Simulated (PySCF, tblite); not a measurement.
**C₅H₁₆AlP: geometry, infrared bands and NMR shifts**

Aim: predict the infrared bands and NMR shifts of C₅H₁₆AlP (`CCC[P+](C)(C)[AlH3-]`).

Computed with tblite 0.8.0 and PySCF 2.14.0, with density-fitted response routines of our own, on a single molecule in the gas phase. Atoms are numbered from 0 throughout.

**1. The starting structure**

23 atoms, charge 0, multiplicity 1; geometry from: force field or distance geometry start.

Bonds of the start (Å): C0–C1 1.54, C1–C2 1.51, C2–P3 1.81, P3–C4 1.78, P3–C5 1.83, P3–Al6 2.30, C0–H7 1.08, C0–H8 1.12, C0–H9 1.11, C1–H10 1.09, C1–H11 1.12, C2–H12 1.11, C2–H13 1.10, C4–H14 1.12, C4–H15 1.12, C4–H16 1.11, C5–H17 1.13, C5–H18 1.10, C5–H19 1.09, Al6–H20 1.61, Al6–H21 1.61, Al6–H22 1.57.

**2. Relaxing the molecule with GFN2-xTB**

Job settings and geometry (Å):

```
{"job": {"kind": "relax", "xc": "GFN2-xTB", "basis": "xTB"}, "charge": 0, "multiplicity": 1}
C      3.113100     0.579400     0.053600
C      1.648500     0.766300    -0.388100
C      0.910800    -0.361100     0.284100
P     -0.867900    -0.379100    -0.074900
C     -1.273300    -0.406900    -1.803200
C     -1.530200    -1.816100     0.840400
Al    -1.958700     1.422300     0.844500
H      3.724000     0.285500    -0.788400
H      3.173400    -0.188100     0.872800
H      3.499900     1.503500     0.522500
H      1.251000     1.758600    -0.179900
H      1.583200     0.640400    -1.498400
H      1.299600    -1.342000    -0.065500
H      1.040700    -0.366800     1.374100
H     -2.381500    -0.565700    -1.913300
H     -1.035700     0.566400    -2.296900
H     -0.798500    -1.225800    -2.384100
H     -0.872300    -1.903700     1.748900
H     -2.567300    -1.653600     1.167800
H     -1.400500    -2.750100     0.286800
H     -3.268700     0.896800     1.616600
H     -0.999900     2.021100     1.986400
H     -2.294400     2.545600    -0.195700
```

The run is started by

```bash
> OMP_NUM_THREADS=1 python probes_run.py task.json out
```

One launch serves the whole session: the jobs run in the order shown.

**Question.** This job is followed by: GFN2-xTB harmonic vibrations, gas phase; GIAO PBE0/pcSseg-1 NMR shielding, non-relativistic, gas phase. What will the session give for the following? strongest single infrared mode (GFN2-xTB); zero-point energy (GFN2-xTB); ¹³C shifts against TMS (PBE0/pcSseg-1, means over atoms taken as alike); ¹H shifts against TMS (PBE0/pcSseg-1, means over atoms taken as alike); ³¹P shifts against H3PO4 (PBE0/pcSseg-1); ²⁷Al shifts against AlH4- (PBE0/pcSseg-1); surface potential, 1st and 99th percentile.

As calculated:

```
                                                               quantity                             value
                              strongest single infrared mode (GFN2-xTB)              728 cm⁻¹, 869 km/mol
                                           zero-point energy (GFN2-xTB)                    116.6 kcal/mol
¹³C shifts against TMS (PBE0/pcSseg-1, means over atoms taken as alike)        37.0, 24.0, 18.6, 14.6 ppm
 ¹H shifts against TMS (PBE0/pcSseg-1, means over atoms taken as alike)  3.78, 1.87, 1.35, 1.32, 1.13 ppm
                               ³¹P shifts against H3PO4 (PBE0/pcSseg-1)                         -53.5 ppm
                              ²⁷Al shifts against AlH4- (PBE0/pcSseg-1)                          37.7 ppm
                                  surface potential, 1st and 99th percentile                -1.26 V and 1.28 V
```

Relaxing lowered the energy by 1.181 eV in 148 steps; the close pair that moved most is P3–Al6, from 2.298 to 2.491 Å. No mode is imaginary among the 63: a minimum at this level. The strongest single mode, at 728 cm⁻¹, is spread over several atoms, H22, H21, H20 among them. Unscaled tight-binding wavenumbers are off by several per cent, some by more. Its intensities can rank the bands wrongly. At PBE0/pcSseg-1: Shielding is most anisotropic at P3 (span 46 ppm, paramagnetic term -599 ppm).
